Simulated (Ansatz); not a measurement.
# B3H3O3: ionisation energy by level of theory

An exercise on one series of results from a longer session: the logs are not shown, and one member is left open.

The runs use Ansatz 0.2.0, Gaussian basis; unrestricted cation, the program's frozen cores in correlated methods.

Levels to be run: UKS PBE-D4/def2-TZVPP; UKS r2SCAN-D4/def2-TZVPP; UKS PBE0-D4/def2-TZVPP; UKS B3LYP-D4/def2-TZVPP; UKS wB97X-V/def2-TZVPP; UKS wB97M-V/def2-TZVPP; then −ε(HOMO) from the neutral's earlier runs with LDA (SPW92), PBE-D4, revPBE-D4, BLYP-D4, r2SCAN-D4, B97M-V, PBE0-D4, B3LYP-D4, r2SCANh-D4, r2SCAN0-D4, HSE06-D4, BHLYP-D4, CAM-B3LYP-D4, LC-ωPBE, ωB97X-V, ωB97M-V.

### Structure used throughout

All runs share one geometry, relaxed beforehand with PBE0-D4 in a triple-zeta def2 set.

SMILES `B1OBOBO1`, 9 atoms, charge 0, spin multiplicity 1.

Atoms are counted from 1 here; the program's logs count them from 0.

Bond lengths: B1–O2 1.372 Å, B1–O6 1.372 Å, B1–H7 1.190 Å, O2–B3 1.372 Å, B3–O4 1.372 Å, B3–H8 1.190 Å, O4–B5 1.372 Å, B5–O6 1.372 Å, B5–H9 1.190 Å. Angles: O2–B1–O6 119.7°, O2–B1–H7 120.2°, O6–B1–H7 120.2°, B1–O2–B3 120.3°, O2–B3–O4 119.7°, O2–B3–H8 120.2°, O4–B3–H8 120.2°, B3–O4–B5 120.3°, O4–B5–O6 119.7°, O4–B5–H9 120.2°, O6–B5–H9 120.2°, B1–O6–B5 120.3°.

The first run:

in.yaml reads:

```yaml
crystal:
  periodic: [false, false, false]
  atoms:
    - {symbol: B, position_ang: [1.301639, 0.115834, -0.424664]}
    - {symbol: O, position_ang: [0.612786, -1.053495, -0.624828]}
    - {symbol: B, position_ang: [-0.686877, -1.172741, -0.202251]}
    - {symbol: O, position_ang: [-1.297430, -0.115439, 0.423230]}
    - {symbol: B, position_ang: [-0.614765, 1.056905, 0.626925]}
    - {symbol: O, position_ang: [0.684640, 1.168930, 0.201589]}
    - {symbol: H, position_ang: [2.429291, 0.216204, -0.792630]}
    - {symbol: H, position_ang: [-1.281946, -2.188743, -0.377475]}
    - {symbol: H, position_ang: [-1.147348, 1.972536, 1.170107]}
basis:
  gaussian: {orbitals: def2-TZVPP}
total_charge: 1
magnetization: {spin_polarized: true, initial_magnetization: 1}
hamiltonian: {xc: pbe, dispersion: d4}
```

Launch:

```
$ ansatz run in.yaml --threads 2 --pin off --events-out ev --progress --plain --max-ram 32768MiB --backend cpu
```

Among the steps run: Cation, UKS PBE-D4/def2-TZVPP; Cation, UKS r2SCAN-D4/def2-TZVPP; Cation, UKS PBE0-D4/def2-TZVPP; Cation, UKS B3LYP-D4/def2-TZVPP; Cation, UKS wB97X-V/def2-TZVPP; Cation, UKS wB97M-V/def2-TZVPP.

One of the session's tables, all rows but one given; the rest of the session is left out.

It belongs to the step «Ionisation energies side by side». Orbital estimates, from the neutral's runs:

| functional | −ε(HOMO) (eV) |
| --- | --- |
| LDA (SPW92) | ? |
| PBE-D4 | 8.02 |
| revPBE-D4 | 7.96 |
| BLYP-D4 | 7.94 |
| r2SCAN-D4 | 8.38 |
| B97M-V | 8.53 |
| PBE0-D4 | 9.65 |
| B3LYP-D4 | 9.41 |
| r2SCANh-D4 | 8.98 |
| r2SCAN0-D4 | 9.89 |
| HSE06-D4 | 9.24 |
| BHLYP-D4 | 11.22 |
| CAM-B3LYP-D4 | 11.13 |
| LC-ωPBE | 12.46 |
| ωB97X-V | 12.13 |
| ωB97M-V | 12.04 |

Estimate the missing values for LDA (SPW92).

The run gave: −ε(HOMO) (eV): 8.17. In the column «−ε(HOMO) (eV)» it lies between PBE-D4 (8.02) and r2SCAN-D4 (8.38).
